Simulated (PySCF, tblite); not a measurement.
# C7H7FSeSi: geometry, infrared bands and NMR shifts

Aim: predict the infrared bands and NMR shifts of C7H7FSeSi (`CC#CC1=C(F)C=C[SiH2][Se]1`).

Computed with tblite 0.8.0 and PySCF 2.14.0, with density-fitted response routines of our own, on a single molecule in the gas phase. Atoms count from 0, in the outputs and in this text.

### Step 1. Starting geometry

17 atoms, charge 0, multiplicity 1; geometry from: force field or distance geometry start.

Bonds of the start (Å): C0–C1 1.47, C1–C2 1.18, C2–C3 1.46, C3–C4 1.29, C4–F5 1.39, C4–C6 1.42, C6–C7 1.27, C7–Si8 1.82, Si8–Se9 2.25, Se9–C3 1.91, C0–H10 1.10, C0–H11 1.12, C0–H12 1.10, C6–H13 1.12, C7–H14 1.14, Si8–H15 1.47, Si8–H16 1.48.

### Step 2. Optimising the geometry with GFN2-xTB

The job: settings as JSON, then the geometry in Å.

```
{"job": {"kind": "relax", "xc": "GFN2-xTB", "basis": "xTB"}, "charge": 0, "multiplicity": 1}
C      4.048700    -0.690000    -0.399700
C      2.612100    -0.501600    -0.177500
C      1.464100    -0.341000     0.025400
C      0.032100    -0.148900     0.243500
C     -0.360100     1.069200     0.415600
F      0.609400     2.065200     0.336200
C     -1.688800     1.520200     0.641400
C     -2.744400     0.820800     0.755200
Si    -3.064000    -0.963900     0.660400
Se    -0.994900    -1.762500     0.285500
H      4.574000     0.201200    -0.014500
H      4.338700    -1.632600     0.140400
H      4.272700    -0.885000    -1.461000
H     -1.811700     2.628500     0.749200
H     -3.682400     1.436700     0.942000
H     -4.011000    -1.276800    -0.416300
H     -3.601600    -1.527400     1.913700
```

Run with:

```
> OMP_NUM_THREADS=1 python probes_run.py task.json out
```

The driver reads the jobs from task.json and runs them one after another.

**Question.** This job is followed by: GFN2-xTB harmonic vibrations, gas phase; GIAO PBE0/pcSseg-1 NMR shielding, non-relativistic, gas phase. What will the session give for the following? strongest single infrared mode (GFN2-xTB); zero-point energy (GFN2-xTB); 13C shifts against TMS (PBE0/pcSseg-1); 1H shifts against TMS (PBE0/pcSseg-1, means over atoms taken as alike); 19F shifts against CFCl3 (PBE0/pcSseg-1); 29Si shifts against TMS (PBE0/pcSseg-1); 77Se shifts against Me2Se (PBE0/pcSseg-1); surface potential, 1st and 99th percentile.

As calculated:

| quantity | value |
| --- | --- |
| strongest single infrared mode (GFN2-xTB) | 2211 cm⁻¹, 323 km/mol |
| zero-point energy (GFN2-xTB) | 68.3 kcal/mol |
| 13C shifts against TMS (PBE0/pcSseg-1) | 168.6, 148.5, 117.4, 115.6, 113.7, 80.8, 6.7 ppm |
| 1H shifts against TMS (PBE0/pcSseg-1, means over atoms taken as alike) | 7.18, 5.88, 5.76, 2.35 ppm |
| 19F shifts against CFCl3 (PBE0/pcSseg-1) | -89.4 ppm |
| 29Si shifts against TMS (PBE0/pcSseg-1) | -48.4 ppm |
| 77Se shifts against Me2Se (PBE0/pcSseg-1) | -114 ppm |
| surface potential, 1st and 99th percentile | -1.06 V and 1.38 V |

In words: The optimisation took 53 steps and gained 0.658 eV; among the close pairs (by a distance rule), C6–C7 changed most, from 1.271 to 1.346 Å. No mode is imaginary among the 45: a minimum at this level. The strongest single mode, at 2211 cm⁻¹, moves mainly H16 and H15. Unscaled tight-binding wavenumbers are off by several per cent, some by more. Its intensities can rank the bands wrongly. At PBE0/pcSseg-1: The largest span, 1175 ppm, is at Se9, where the paramagnetic term is -1128 ppm. At PBE0/pcSseg-1, counted by nearest atom on the grid, the HOMO lies on Se9 28 %; C4 19 %, the LUMO on C3, C7 about 19 % each; C6 14 %. Spin-orbit coupling is left out, which matters for shieldings and couplings at and beside the heavy atoms.
